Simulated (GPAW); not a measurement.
# GaSb3 (Fm-3m) in GPAW: a series of runs

The runs below take GaSb3 through relaxation of cell and atoms, with PBEsol.

Program: GPAW 26.7.0. These are calculated values, not measurements. Logs are shortened: lines on timing, memory, paths and dates and some standing lists are left out, and cuts for length are marked. The log counts tension as positive stress, the text compression.

### Step 1. The structure

It takes space group Fm-3m (No. 225, cubic). Conventional cell: a = 7.461 Å, b = 7.461 Å, c = 7.461 Å, α = 90.00°, β = 90.00°, γ = 90.00°. Sb (site symmetry m-3m) is surrounded by 8 Sb at 3.23 Å. Sb (site symmetry -43m) is surrounded by 4 Sb at 3.23 Å and 4 Ga at 3.23 Å. Around Ga (site symmetry m-3m) lie 8 Sb at 3.23 Å.

The cell comes from a database or a generator and needn't be the stable form of this composition.

### Step 2. Relaxation of cell and atoms, PBEsol

Input file run.py:

```python
from ase import Atoms
from ase.filters import FrechetCellFilter
from ase.io import write
from ase.optimize import BFGS
from gpaw import GPAW, PW, setup_paths

setup_paths.insert(0, '.')

atoms = Atoms(['Sb', 'Sb', 'Sb', 'Ga'],
              cell=[[0.0, 3.730595, 3.730595],
                    [3.730595, 0.0, 3.730595],
                    [3.730595, 3.730595, 0.0]],
              scaled_positions=[[0.5, 0.5, 0.5],
                                [0.75, 0.75, 0.75],
                                [0.25, 0.25, 0.25],
                                [0.0, 0.0, 0.0]],
              pbc=True)

calc = GPAW(mode=PW(600),
            xc='PBEsol',
            kpts={'size': (6, 6, 6), 'gamma': True},
            occupations={'name': 'fermi-dirac', 'width': 0.05},
            nbands=38,
            convergence={'density': 1e-05, 'forces': 0.0001},
            maxiter=150,
            txt='gpaw.txt')
atoms.calc = calc
opt = BFGS(FrechetCellFilter(atoms), trajectory='relax.traj', logfile='-')
done = opt.run(fmax=0.02, steps=60)
calc.write('gs.gpw')
write('result.traj', atoms)
print('Converged:', done)
print('Cell:', atoms.cell.cellpar().round(4))
print('Volume:', round(atoms.get_volume(), 4))
print(atoms.get_scaled_positions().round(5))
```

Potentials or basis: PAW data sets generated in the run's folder for this functional, pw.

Run with:

```
$ gpaw-setup -f PBEsol Ga Sb
$ OMP_NUM_THREADS=1 python run.py
```

gpaw.txt:

```text
__  _  _
 | _ |_)|_||  |
 |__||  | ||/\| - 26.7.0

Input parameters:
  mode=PW(ecut=600.0),
  convergence={'density': 1e-05, 'forces': 0.0001},
  kpts=MonkhorstPack(size=(6, 6, 6), gamma=True),
  maxiter=150,
  nbands=38,
  occupations=Occupations(name='fermi-dirac', width=0.05),
  xc=XC(name='PBEsol')

Diagonalizing LCAO Hamiltonian
Converting LCAO to pw mode

                         Sb

                   Sb

             Sb

       Ga

Atoms  # Å, Bohr magnetons
|   | symbol |        x |        y |        z |    initial magnetic moments |
|---|--------|----------|----------|----------|-----------------------------|
| 0 |     Sb | 3.730595 | 3.730595 | 3.730595 | ( 0.0000,  0.0000,  0.0000) |
| 1 |     Sb | 5.595892 | 5.595892 | 5.595892 | ( 0.0000,  0.0000,  0.0000) |
| 2 |     Sb | 1.865298 | 1.865298 | 1.865298 | ( 0.0000,  0.0000,  0.0000) |
| 3 |     Ga | 0.000000 | 0.000000 | 0.000000 | ( 0.0000,  0.0000,  0.0000) |

Unit cell  # Å
| periodic |        x |        y |        z |  lengths |    angles |
|----------|----------|----------|----------|----------|-----------|
|      yes | 0.000000 | 3.730595 | 3.730595 | 5.275858 | 60.000000 |
|      yes | 3.730595 | 0.000000 | 3.730595 | 5.275858 | 60.000000 |
|      yes | 3.730595 | 3.730595 | 0.000000 | 5.275858 | 60.000000 |

Number of symmetries: 48
Symmetry operations  # r_c * U_cc + t_c -> r_c
|    | kind |            matrix            |
|----|------|------------------------------|
|  0 |  σ   |  1, 0, 0,  1, 0,-1,  1,-1, 0 |
|  1 |  C2  |  1, 0, 0,  1,-1, 0,  1, 0,-1 |
|  2 |  E   |  1, 0, 0,  0, 1, 0,  0, 0, 1 |
|  3 |  σ   |  1, 0, 0,  0, 0, 1,  0, 1, 0 |
|  4 |  C4  |  1, 0,-1,  1, 0, 0,  1,-1, 0 |
|  5 |  S6  |  1, 0,-1,  1,-1, 0,  1, 0, 0 |
|  6 |  σ   |  1, 0,-1,  0, 1,-1,  0, 0,-1 |
|  7 |  C3  |  1, 0,-1,  0, 0,-1,  0, 1,-1 |
|  8 |  S6  |  1,-1, 0,  1, 0, 0,  1, 0,-1 |
[... 230 lines left out ...]
No gap
No difference between direct/indirect transitions

Stress tensor  # eV/Ang^3
|         x |         y |         z |
|-----------|-----------|-----------|
|  0.023466 | -0.000000 | -0.000000 |
| -0.000000 |  0.023466 |  0.000000 |
| -0.000000 |  0.000000 |  0.023466 |

Forces  # eV/Ang
|        x |        y |        z |
|----------|----------|----------|
| -0.00000 |  0.00000 |  0.00000 |  # Sb   0
| -0.00000 |  0.00000 | -0.00000 |  # Sb   1
|  0.00000 | -0.00000 | -0.00000 |  # Sb   2
[... 38 lines left out ...]
|  7 |  C3  |  1, 0,-1,  0, 0,-1,  0, 1,-1 |
|  8 |  S6  |  1,-1, 0,  1, 0, 0,  1, 0,-1 |
[... 231 lines left out ...]
Stress tensor  # eV/Ang^3
|        x |        y |        z |
|----------|----------|----------|
| 0.021775 | 0.000000 | 0.000000 |
| 0.000000 | 0.021775 | 0.000000 |
| 0.000000 | 0.000000 | 0.021775 |

Forces  # eV/Ang
|        x |       y |        z |
|----------|---------|----------|
|  0.00000 | 0.00000 |  0.00000 |  # Sb   0
|  0.00000 | 0.00000 | -0.00000 |  # Sb   1
|  0.00000 | 0.00000 |  0.00000 |  # Sb   2
| -0.00000 | 0.00000 |  0.00000 |  # Ga   3

Interpolating wave functions to new cell
[... 7 lines left out ...]
       Ga

Atoms  # Å, Bohr magnetons
|   | symbol |         x |         y |        z |    initial magnetic moments |
|---|--------|-----------|-----------|----------|-----------------------------|
| 0 |     Sb |  3.628088 |  3.628088 | 3.628088 | ( 0.0000,  0.0000,  0.0000) |
| 1 |     Sb |  5.442132 |  5.442132 | 5.442132 | ( 0.0000,  0.0000,  0.0000) |
| 2 |     Sb |  1.814044 |  1.814044 | 1.814044 | ( 0.0000,  0.0000,  0.0000) |
| 3 |     Ga | -0.000000 | -0.000000 | 0.000000 | ( 0.0000,  0.0000,  0.0000) |

Unit cell  # Å
| periodic |         x |        y |        z |  lengths |    angles |
|----------|-----------|----------|----------|----------|-----------|
|      yes | -0.000000 | 3.628088 | 3.628088 | 5.130891 | 60.000000 |
|      yes |  3.628088 | 0.000000 | 3.628088 | 5.130891 | 60.000000 |
|      yes |  3.628088 | 3.628088 | 0.000000 | 5.130891 | 60.000000 |

Number of symmetries: 48
Symmetry operations  # r_c * U_cc + t_c -> r_c
|    | kind |            matrix            |
|----|------|------------------------------|
|  0 |  σ   |  1, 0, 0,  1, 0,-1,  1,-1, 0 |
|  1 |  C2  |  1, 0, 0,  1,-1, 0,  1, 0,-1 |
|  2 |  E   |  1, 0, 0,  0, 1, 0,  0, 0, 1 |
|  3 |  σ   |  1, 0, 0,  0, 0, 1,  0, 1, 0 |
|  4 |  C4  |  1, 0,-1,  1, 0, 0,  1,-1, 0 |
|  5 |  S6  |  1, 0,-1,  1,-1, 0,  1, 0, 0 |
|  6 |  σ   |  1, 0,-1,  0, 1,-1,  0, 0,-1 |
|  7 |  C3  |  1, 0,-1,  0, 0,-1,  0, 1,-1 |
|  8 |  S6  |  1,-1, 0,  1, 0, 0,  1, 0,-1 |
[... 229 lines left out ...]
No gap
No difference between direct/indirect transitions

Stress tensor  # eV/Ang^3
|         x |         y |         z |
|-----------|-----------|-----------|
| -0.003474 |  0.000000 | -0.000000 |
|  0.000000 | -0.003474 |  0.000000 |
| -0.000000 |  0.000000 | -0.003474 |

Forces  # eV/Ang
|        x |        y |        z |
|----------|----------|----------|
|  0.00000 |  0.00000 |  0.00000 |  # Sb   0
| -0.00000 | -0.00000 |  0.00000 |  # Sb   1
| -0.00000 |  0.00000 |  0.00000 |  # Sb   2
| -0.00000 | -0.00000 | -0.00000 |  # Ga   3
[... 9 lines left out ...]
       Ga

Atoms  # Å, Bohr magnetons
|   | symbol |         x |         y |        z |    initial magnetic moments |
|---|--------|-----------|-----------|----------|-----------------------------|
| 0 |     Sb |  3.640102 |  3.640102 | 3.640102 | ( 0.0000,  0.0000,  0.0000) |
| 1 |     Sb |  5.460152 |  5.460152 | 5.460152 | ( 0.0000,  0.0000,  0.0000) |
| 2 |     Sb |  1.820051 |  1.820051 | 1.820051 | ( 0.0000,  0.0000,  0.0000) |
| 3 |     Ga | -0.000000 | -0.000000 | 0.000000 | ( 0.0000,  0.0000,  0.0000) |

Unit cell  # Å
| periodic |         x |         y |         z |  lengths |    angles |
|----------|-----------|-----------|-----------|----------|-----------|
|      yes | -0.000000 |  3.640102 |  3.640102 | 5.147881 | 60.000000 |
|      yes |  3.640102 | -0.000000 |  3.640102 | 5.147881 | 60.000000 |
|      yes |  3.640102 |  3.640102 | -0.000000 | 5.147881 | 60.000000 |

Number of symmetries: 48
Symmetry operations  # r_c * U_cc + t_c -> r_c
|    | kind |            matrix            |
|----|------|------------------------------|
|  0 |  σ   |  1, 0, 0,  1, 0,-1,  1,-1, 0 |
|  1 |  C2  |  1, 0, 0,  1,-1, 0,  1, 0,-1 |
|  2 |  E   |  1, 0, 0,  0, 1, 0,  0, 0, 1 |
|  3 |  σ   |  1, 0, 0,  0, 0, 1,  0, 1, 0 |
|  4 |  C4  |  1, 0,-1,  1, 0, 0,  1,-1, 0 |
|  5 |  S6  |  1, 0,-1,  1,-1, 0,  1, 0, 0 |
|  6 |  σ   |  1, 0,-1,  0, 1,-1,  0, 0,-1 |
|  7 |  C3  |  1, 0,-1,  0, 0,-1,  0, 1,-1 |
|  8 |  S6  |  1,-1, 0,  1, 0, 0,  1, 0,-1 |
[... 228 lines left out ...]
No gap
No difference between direct/indirect transitions

Stress tensor  # eV/Ang^3
|        x |         y |         z |
|----------|-----------|-----------|
| 0.000486 |  0.000000 |  0.000000 |
| 0.000000 |  0.000486 | -0.000000 |
| 0.000000 | -0.000000 |  0.000486 |

Forces  # eV/Ang
|        x |       y |        z |
|----------|---------|----------|
| -0.00000 | 0.00000 |  0.00000 |  # Sb   0
| -0.00000 | 0.00000 | -0.00000 |  # Sb   1
|  0.00000 | 0.00000 |  0.00000 |  # Sb   2
|  0.00000 | 0.00000 | -0.00000 |  # Ga   3

# Writing to gs.gpw (mode='')
```

stdout:

```text
Step          Energy          fmax
BFGS:    0      -17.049416        0.609175
BFGS:    1      -17.064596        0.561607
BFGS:    2      -17.142124        0.082954
BFGS:    3      -17.143679        0.011719
Converged: True
Cell: [ 5.1479  5.1479  5.1479 60.     60.     60.    ]
Volume: 96.4652
[[0.5  0.5  0.5 ]
 [0.75 0.75 0.75]
 [0.25 0.25 0.25]
 [0.   0.   0.  ]]
```

Wall time 2.5 min (1 thread of Arm Neoverse V2, shared host); peak memory 0.29 GiB.

Results:

- Free energy: -17.1437 eV
- Relaxed volume: 24.12 Å³/atom
- Relaxed cell: a = 5.148 Å, b = 5.148 Å, c = 5.148 Å, α = 60.00°, β = 60.00°, γ = 60.00°
- Space group after relaxing (to 0.05 Å): Fm-3m (No. 225)
- Energy gained by relaxing: 23.9 meV/atom
- Ionic steps: 4
- Pressure after relaxing: -0.1 GPa
- Band gap on the k mesh: none (metal or under the smearing width)

Step by step:
| step | energy change (eV) | largest force (eV/Å) | pressure (GPa) | volume (Å³) |
| --- | --- | --- | --- | --- |
| 1 | 0.0000 | 0.0000 | -3.76 | 103.84 |
| 2 | -0.0151 | 0.0000 | -3.49 | 103.16 |
| 3 | -0.0942 | 0.0000 | 0.56 | 95.51 |
| 4 | -0.0955 | 0.0000 | -0.08 | 96.47 |

Final structure:
```cif
data_structure
_symmetry_space_group_name_H-M 'P 1'
_symmetry_Int_Tables_number 1
_cell_length_a 5.1479
_cell_length_b 5.1479
_cell_length_c 5.1479
_cell_angle_alpha 60.000
_cell_angle_beta 60.000
_cell_angle_gamma 60.000
_cell_volume 96.47
loop_
_atom_site_label
_atom_site_type_symbol
_atom_site_fract_x
_atom_site_fract_y
_atom_site_fract_z
_atom_site_occupancy
Sb1 Sb 0.50000 0.50000 0.50000 1
Sb2 Sb 0.75000 0.75000 0.75000 1
Sb3 Sb 0.25000 0.25000 0.25000 1
Ga1 Ga 0.00000 0.00000 0.00000 1
```

Caveat: later steps reuse the first step's grids. The run has no spin-orbit coupling, so splittings on Sb are missing.

### Step 3. Relaxation of cell and atoms, PBEsol, target pressure 2 GPa, at which the enthalpy is minimised

run.py: that of step 2 with these lines changed.

```diff
@@ -4,2 +4,3 @@
 from ase.optimize import BFGS
+from ase.units import GPa
 from gpaw import GPAW, PW, setup_paths
@@ -27,3 +28,3 @@
 atoms.calc = calc
-opt = BFGS(FrechetCellFilter(atoms), trajectory='relax.traj', logfile='-')
+opt = BFGS(FrechetCellFilter(atoms, scalar_pressure=2 * GPa), trajectory='relax.traj', logfile='-')
 done = opt.run(fmax=0.02, steps=60)
```

Potentials or basis: PAW data sets generated in the run's folder for this functional, pw.

Run with:

```
$ gpaw-setup -f PBEsol Ga Sb
$ OMP_NUM_THREADS=1 python run.py
```

Run time: 3.1 min. Hardware: 1 thread of Arm Neoverse V2, shared host; peak memory 0.26 GiB.

The run converged. Its results:

```
Free energy                                            : -17.1265 eV
Relaxed volume                                         : 23.39 Å³/atom
Relaxed cell                                           : a = 5.096 Å, b = 5.096 Å, c = 5.096 Å, α = 60.00°, β = 60.00°, γ = 60.00°
Space group after relaxing (to 0.05 Å)                 : Fm-3m (No. 225)
Energy change on relaxing (the enthalpy is what falls) : -19.8 meV/atom
Ionic steps                                            : 5
Pressure after relaxing                                : 2.0 GPa
Band gap on the k mesh                                 : none (metal or under the smearing width)
```

Step by step:
| step | energy change (eV) | largest force (eV/Å) | pressure (GPa) | volume (Å³) |
| --- | --- | --- | --- | --- |
| 1 | 0.0000 | 0.0000 | -3.76 | 103.84 |
| 2 | -0.0226 | 0.0000 | -3.34 | 102.81 |
| 3 | -0.0505 | 0.0000 | 3.41 | 91.88 |
| 4 | -0.0826 | 0.0000 | 1.75 | 93.88 |
| 5 | -0.0790 | 0.0000 | 1.99 | 93.57 |

Final structure:
```
Sb Ga
1.0
     0.00000    3.60333    3.60333
     3.60333    0.00000    3.60333
     3.60333    3.60333    0.00000
Sb Ga
3 1
Direct
  0.50000 0.50000 0.50000
  0.75000 0.75000 0.75000
  0.25000 0.25000 0.25000
  0.00000 0.00000 0.00000
```

Levels at points of the mesh, in eV from the Fermi level:
| k point | band 20 | band 21 | band 22 | band 23 | band 24 | band 25 | band 26 | band 27 | band 28 | band 29 |
| --- | --- | --- | --- | --- | --- | --- | --- | --- | --- | --- |
| (0.00, 0.00, 0.00) | -3.02 | -3.02 | -2.82 | -2.81 | -2.81 | -2.81 | -1.01 | -1.01 | -1.01 | 3.22 |
| (0.50, 0.50, 0.00) | -5.89 | -5.89 | 0.88 | 1.08 | 1.08 | 1.27 | 1.92 | 1.92 | 2.24 | 3.90 |
| (0.50, 0.50, 0.50) | -4.08 | -4.08 | -3.09 | -3.09 | -0.27 | 0.07 | 2.09 | 2.09 | 2.92 | 2.92 |

Caveat: later steps reuse the first step's grids. The run has no spin-orbit coupling, so splittings on Sb are missing.

[end of part 1 of 2]
